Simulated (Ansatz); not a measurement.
# Rb (diamond type): how the settings move a single-point run

Question: which choices in the input matter for Rb (diamond type)?

Computed with Ansatz 0.2.0 (reference: DFT, PBEsol, PAW with Ansatz's default frozen-core files, scalar-relativistic, unless a step's input says otherwise).

### 1 The system as given

It takes space group Fd-3m (No. 227, cubic). Conventional cell: a = 8.044 Å, b = 8.044 Å, c = 8.044 Å, α = 90.00°, β = 90.00°, γ = 90.00°. Around Rb (site symmetry -43m) lie 4 Rb at 3.48 Å.

Coordinates:

```
Rb
1.0
     0.00000    4.02203    4.02203
     4.02203    0.00000    4.02203
     4.02203    4.02203    0.00000
Rb
2
Direct
  0.87500 0.87500 0.87500
  0.12500 0.12500 0.12500
```

### 2 The reference run

Input file input.yaml:

```yaml
crystal:
  lattice:
    - [0.0, 4.0220332306, 4.0220332306]
    - [4.0220332306, 0.0, 4.0220332306]
    - [4.0220332306, 4.0220332306, 0.0]
  atoms:
    - { symbol: Rb, position: [-0.125, -0.125, -0.125] }
    - { symbol: Rb, position: [0.125, 0.125, 0.125] }
kpoints:
  mp_grid: { grid: [8, 8, 8] }
  band_path:
    path:
      - [0.0, 0.0, 0.0]
      - [0.5, 0.0, 0.5]
      - [0.625, 0.25, 0.625]
      - [0.375, 0.375, 0.75]
      - [0.0, 0.0, 0.0]
      - [0.5, 0.5, 0.5]
      - [0.5, 0.25, 0.75]
      - [0.5, 0.0, 0.5]
    npoints: 8
scf:
  occupations: { method: fermi_dirac, width: 0.05 }
hamiltonian:
  xc: pbesol
  pseudopotentials: { kind: paw }
output:
  forces: true
  stress: true
  eigenvalues: true
  populations: true
  dos: { projected: true, de: 0.2, e_range: [-14, 8] }
```

On the command line:

```console
$ ansatz run input.yaml --threads 1 --pin off --max-ram 2048MiB --backend cpu --events-out ev --progress --plain --runs-dir out
```

### 3 Changed: lower_state_search standard

Edit input.yaml of step 2 so:

```diff
@@ -23,2 +23,3 @@
   occupations: { method: fermi_dirac, width: 0.05 }
+  lower_state_search: standard
 hamiltonian:
@@ -31,2 +32 @@
   populations: true
-  dos: { projected: true, de: 0.2, e_range: [-14, 8] }
```

What does the calculation give? Wanted: for each run, ending; energy change; pressure; gap; force.

The runs gave:

```csv
run,ending,energy change,pressure (GPa),gap (eV),force (eV/Å),cycles,time
reference,converged,0,2.1,0.00,0.00,7,5.7 s
1: lower_state_search standard,converged,0.0 meV/atom,2.1,0.00,0.00,7,5.8 s
```

Times don't compare one to one where runs were asked for different outputs or read a saved state (see the inputs); cycles may leave out searches for a lower state.

Residual by cycle in the longest SCF loop of each run; runs are numbered as in the table. The quantity is the density residual dr2, in eV.

```csv
cycle,reference,run 1
1,0.0148,0.0148
2,0.00947,0.00947
3,0.00222,0.00222
4,3.8e-5,3.8e-5
5,2.4e-6,2.4e-6
6,2.6e-7,2.6e-7
7,1.3e-8,1.3e-8
```

**Reading.** The changed input (search for lower states) leaves the energy the same to the digits printed.
